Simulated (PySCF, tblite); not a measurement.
**H5N2OSi2 radical: geometry, infrared bands and EPR parameters**

What infrared bands and EPR parameters should H5N2OSi2 radical (`O[Si]1N[SiH2]N1`) show?

Programs: tblite 0.8.0 and PySCF 2.14.0, with density-fitted response routines of our own. Each step states its level of theory. These are calculated values for one molecule in the gas phase, unless marked as measured. Atoms are numbered from 0 throughout.

## 1. Starting geometry

10 atoms, charge 0, multiplicity 2; geometry from: force field or distance geometry start.

Bonds of the start (Å): O0–Si1 1.66, Si1–N2 1.70, N2–Si3 1.70, Si3–N4 1.71, N4–Si1 1.72, O0–H5 0.96, N2–H6 1.00, Si3–H7 1.48, Si3–H8 1.46, N4–H9 1.01.

## 2. Optimising the geometry with GFN2-xTB

What the job is given:

```
{"job": {"kind": "relax", "xc": "GFN2-xTB", "basis": "xTB"}, "charge": 0, "multiplicity": 2}
O      2.054300    -0.567200    -0.102500
Si     0.832800     0.483800    -0.520300
N     -0.482100    -0.571800    -0.699300
Si    -1.401100     0.398300     0.358400
N      0.131000     0.759600     1.023700
H      2.875700    -0.156300     0.172700
H     -0.232400    -1.414600    -0.220900
H     -2.155300    -0.446400     1.307700
H     -2.005100     1.553100    -0.303700
H      0.391100    -0.033900     1.590500
```

Launch:

```sh
$ OMP_NUM_THREADS=1 python probes_run.py task.json out
```

One launch serves the whole session: the jobs run in the order shown.

**Question.** This job is followed by: GFN2-xTB harmonic vibrations, gas phase; UKS B3LYP, pcH-1 on H N O Si, non-relativistic, mean-field spin-orbit, GIAO. What will the session give for the following? strongest single infrared mode (GFN2-xTB); zero-point energy (GFN2-xTB); g(iso) (B3LYP); ⟨S²⟩; largest a(iso) (averaged by class); potential on the surface of density 0.002 e/bohr³, 1st and 99th percentile.

As calculated:

```
                                                                  quantity                    value
                                 strongest single infrared mode (GFN2-xTB)    2256 cm⁻¹, 572 km/mol
                                              zero-point energy (GFN2-xTB)            38.1 kcal/mol
                                                            g(iso) (B3LYP)                  2.00132
                                                                      ⟨S²⟩       0.751 (exact 0.75)
                                        largest a(iso) (averaged by class)  29Si on Si1, -908.3 MHz
potential on the surface of density 0.002 e/bohr³, 1st and 99th percentile       -1.51 V and 1.84 V
```

In words: Over 115 steps the energy fell by 2.156 eV; of the close pairs, Si1–Si3 changed most, 2.402 to 2.597 Å. All 24 modes are real, so the xTB geometry is a minimum. The strongest single mode, at 2256 cm⁻¹, moves mainly H8 and H7. GFN2-xTB is a fitted tight-binding method: band positions and strengths are rough. Its intensities can rank the bands wrongly. Si1 carries the largest spin population, 0.78 e. The isotropic g lies 1.0 ppt below the free-electron value. The conformer search found further structures of the same energy, which may be mirror or relabelled copies of this one.
